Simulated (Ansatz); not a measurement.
# CH₃BF₂ (charge -1), SMILES [BH2-]C(F)F: a ladder of methods at one geometry

Program: the Python package of Ansatz (0.2.0).

`ch3bf2_methods.py`
```python
'''One geometry of CH3BF2(-), method by method.'''

from dataclasses import dataclass

import ansatz as az


@dataclass(frozen=True)
class Options:
    basis_set: str = 'cc-pVDZ'
    charge: int = -1


opts = Options()


def main() -> None:
    geometry_ang = [
        ('B', (0.9349, -0.094, -0.3116)),
        ('C', (-0.6212, 0.0845, 0.001)),
        ('F', (-1.3404, -0.8905, -0.6633)),
        ('F', (-1.0377, 1.3312, -0.4252)),
        ('H', (1.5607, 0.7468, 0.2557)),
        ('H', (1.2996, -1.1694, 0.0504)),
        ('H', (-0.7959, -0.0087, 1.0931)),
    ]
    geometry = az.Crystal.molecule()
    for symbol, xyz in geometry_ang:
        geometry = geometry.atom(symbol, xyz)

    calc = geometry.calculation()
    calc = calc.basis(gaussian=opts.basis_set)
    calc = calc.charge(opts.charge)
    calc = calc.spin('collinear', total=1)

    methods = ['mp2', 'ccsd', 'ccsd_t']
    reports = [calc.correlation(m).run(threads=1).report for m in methods]
    print(f'Hartree-Fock reference {reports[0]["reference_energy_ev"] / 27.211386246:.6f} Ha')
    best = reports[-1]['free_energy_ev'] - reports[-1]['reference_energy_ev']
    for method, each in zip(methods, reports):
        gained = each['free_energy_ev'] - each['reference_energy_ev']
        print(f'{method:8s} total {each["free_energy_ev"] / 27.211386246:.6f} Ha  correlation {gained:9.4f} eV  ({100 * gained / best:.1f} % of the last)')


if __name__ == '__main__':
    main()
```

```console
$ python ch3bf2_methods.py
Hartree-Fock reference -263.124305 Ha
mp2      total -263.722770 Ha  correlation  -16.2851 eV  (93.0 % of the last)
ccsd     total -263.755049 Ha  correlation  -17.1634 eV  (98.0 % of the last)
ccsd_t   total -263.768159 Ha  correlation  -17.5202 eV  (100.0 % of the last)
```

What to keep in mind:
- The settings weren't tested for convergence.
- The geometry is a force-field or estimated start, not a minimum of this method, and the basis set is short of its limit. A lower total doesn't mark the better method: functionals have no common bound, and MP2 and coupled cluster aren't variational.
- The run takes the species as open-shell (spin multiplicity 2), which needn't be its ground state.
- Inner cores stay frozen, so this is valence correlation.
- Anions want diffuse functions, which this basis lacks.
- The whole script took 28 s on 1 thread of Intel(R) Xeon(R) Platinum 8259CL CPU @ 2.50GHz (Skylake/Cascade Lake), on a shared host, peak memory 0.45 GiB.
